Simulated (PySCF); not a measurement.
**KGa under other conditions**

Aim: change spin, charge, geometry, field or solvent of KGa, one at a time, and compare with the base run.

Method: method and basis as typed in the scripts; program: PySCF 2.14.0.

5 further runs of the same task are left out: 5 that didn't finish.

### Step 1. The starting structure

KGa: 2 atoms, charge 0, spin multiplicity 1.

No contacts short enough for the rule that draws bonds.

### Step 2. The base run

input.py

```python
from pyscf import gto, scf, mcscf

mol = gto.M(
    atom='K 0 0 0; Ga 0 0 3.622',
    basis='pcseg-1',
    charge=0,
    spin=0,
    verbose=4,
)
mf = scf.RHF(mol)
mf = mf.density_fit(auxbasis='def2-universal-jkfit')
mf.kernel()
mc = mcscf.CASSCF(mf, 8, 8)
mc.kernel()
mc.analyze()
mf.dip_moment()
print('orbital energies (hartree):', mf.mo_energy[..., max(0, mol.nelec[1]-3):mol.nelec[0]+3].round(4))
```

Launch:

```sh
$ OMP_NUM_THREADS=1 python input.py
```

Its log is not repeated here.

Base result: E(SCF) = -2522.020105 Eh, 10 cycles, E(CAS) − E(SCF) = -0.04804 Eh, μ = 5.66 D (of the SCF density).

The bond length is a typed value, not an optimised one.

### Step 3. Bond 3.731 Å

Edit 1 changes bond length: 3.622 Å → 3.731 Å.

input.py

```python
from pyscf import gto, scf, mcscf

mol = gto.M(
    atom='K 0 0 0; Ga 0 0 3.731',
    basis='pcseg-1',
    charge=0,
    spin=0,
    verbose=4,
)
mf = scf.RHF(mol)
mf = mf.density_fit(auxbasis='def2-universal-jkfit')
mf.kernel()
mc = mcscf.CASSCF(mf, 8, 8)
mc.kernel()
mc.analyze()
mf.dip_moment()
print('orbital energies (hartree):', mf.mo_energy[..., max(0, mol.nelec[1]-3):mol.nelec[0]+3].round(4))
```

Launch:

```sh
$ OMP_NUM_THREADS=1 python input.py
```

### Step 4. Lengths in bohr

Edit 2 changes length unit: angstrom → bohr; bond length: 3.622 Å → 3.622 bohr.

input.py, as its differences from that of step 2:

```diff
@@ -7,2 +7,3 @@
     spin=0,
+    unit='bohr',
     verbose=4,
```

### Step 5. Charge +1 (doublet, ROHF)

Edit 3 changes charge: 0 → 1; spin (2S): 0 → 1; SCF type: RHF → ROHF; active space: 8 electrons in 8 orbitals → 7 electrons in 8 orbitals.

input.py, as its differences from that of step 2:

```diff
@@ -5,10 +5,10 @@
     basis='pcseg-1',
-    charge=0,
-    spin=0,
+    charge=1,
+    spin=1,
     verbose=4,
 )
-mf = scf.RHF(mol)
+mf = scf.ROHF(mol)
 mf = mf.density_fit(auxbasis='def2-universal-jkfit')
 mf.kernel()
-mc = mcscf.CASSCF(mf, 8, 8)
+mc = mcscf.CASSCF(mf, 8, 7)
 mc.kernel()
```

### Step 6. Bond 3.513 Å

Edit 4 changes bond length: 3.622 Å → 3.513 Å.

input.py, as its differences from that of step 2:

```diff
@@ -3,3 +3,3 @@
 mol = gto.M(
-    atom='K 0 0 0; Ga 0 0 3.622',
+    atom='K 0 0 0; Ga 0 0 3.513',
     basis='pcseg-1',
```

**Question.** What will these runs give? Wanted: for each run, E(SCF); from base; gap; SCF dipole; after the SCF.

As calculated:

```
                          run  E(SCF) (hartree)  from base (eV)  cycles  gap (eV)  SCF dipole (D)                 after the SCF
                         base      -2522.020105               0      10      4.13            5.66  CASSCF correlation -1.307 eV
                 bond 3.731 Å      -2522.020400         -0.0080       9      4.09            5.63  CASSCF correlation -1.324 eV
lengths in bohr (poor choice)      -2521.705862  not comparable      10      2.96            2.65  CASSCF correlation -5.056 eV
    charge +1 (doublet, ROHF)      -2521.898802         +3.3008      11       n/a             n/a  CASSCF correlation -0.969 eV
                 bond 3.513 Å      -2522.019164         +0.0256      10      4.16            5.67  CASSCF correlation -1.294 eV
```

What this shows: The largest comparable shift of the SCF energy, +0.026 eV, comes with the run “bond 3.513 Å”. At the SCF level, going to the doublet with one electron fewer costs 3.30 eV at fixed geometry, against 3.89 eV for the negative of the highest filled level. Rows marked «poor choice» come from settings spoiled on purpose.
